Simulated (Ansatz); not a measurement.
Crystal: NaLaMnMoO6.

```xyz
10
Lattice="5.4321 -0.0113 -0.0003 2.4436 4.9348 -0.0186 0.1094 2.6847 5.0456" Properties=species:S:1:pos:R:3 pbc="T T T"
Na    4.0149    2.2638    3.7141
La    3.4885    2.5591    0.0405
Mn    6.4651    3.9635    2.0907
Mo    3.6032    5.7223    1.6638
O     4.6507    4.5363    2.8337
O     2.3582    0.4025    0.2897
O     2.2610    2.2480    2.2733
O     2.3489    4.5717    0.5966
O     2.2563    5.4095    3.0451
O     5.5988    2.3431    1.0178
```

The cell was built by a generator and needn't be a form met in nature.

- Program: Ansatz 0.2.0
- Task: relaxation of cell and atoms
- Functional: PBEsol
- Dispersion: D3(BJ)
- Potentials or basis: Ansatz PAW
- Cutoff: 420 eV (not typed: the program's choice for these potentials)
- k mesh: 4 × 5 × 4
- Occupations: fermi-dirac, width 0.05 eV
- Spin: collinear spin, ferromagnetic start
- Starting moments: [0.0, 0.0, 4.0, 1.0, 0.0, 0.0, 0.0, 0.0, 0.0, 0.0] μB

At the start: volume 13.57 Å³/atom.

Problem. How do energy, volume and symmetry change on relaxing?

Solution. It ends after 17 steps and the volume is 12.58 Å³/atom (-7.2 %); space group P1 (No. 1, to 0.05 Å); moment 4.99 μB per cell.

Step by step:
```
step  energy change (eV)  largest force (eV/Å)  volume (Å³)
   1              0.0000                0.2781       135.66
   2             -0.1552                0.6758       126.41
   3             -0.2078                0.2626       127.81
   4             -0.2286                0.2002       127.12
   5             -0.2463                0.1370       125.63
   6             -0.2537                0.1129       125.74
   7             -0.2595                0.1643       125.73
   8             -0.2649                0.1416       126.02
   9             -0.2668                0.1831       126.14
  10             -0.2672                0.0765       126.51
  11             -0.2686                0.0476       126.25
  12             -0.2688                0.0128       126.27
  13             -0.2690                0.0063       126.22
  14             -0.2469                0.0060       126.22
  15             -0.2488                0.0166       125.81
  16             -0.2488                0.0065       125.84
  17             -0.2475                0.0064       125.84
```

Final structure:
```
Na La Mn Mo O
1.0
     5.34304   -0.05755    0.00571
     2.36102    4.69051   -0.06372
     0.09000    2.51305    4.95888
Na La Mn Mo O
1 1 1 1 6
Direct
  0.69859 0.06354 0.71892
  0.41554 0.52120 0.00471
  0.91841 0.58165 0.41616
  0.21902 0.97376 0.33436
  0.57976 0.62576 0.57421
  0.42061 0.02366 0.05509
  0.30892 0.24407 0.42817
  0.01966 0.88030 0.10986
  0.06833 0.73211 0.61062
  0.85117 0.35395 0.24790
```

Caveat: the plane-wave basis is chosen anew once the cell has moved, so the energies of steps on either side of that aren't comparable; the pressure holds a Pulay correction of +0.6 GPa for the finite cutoff; a cell with one magnetic atom can't hold antiferromagnetic order, which such compounds often take; the PAW data sets come from PBE, with cores solved anew for the run's functional, which leaves a small shift of forces and pressure.
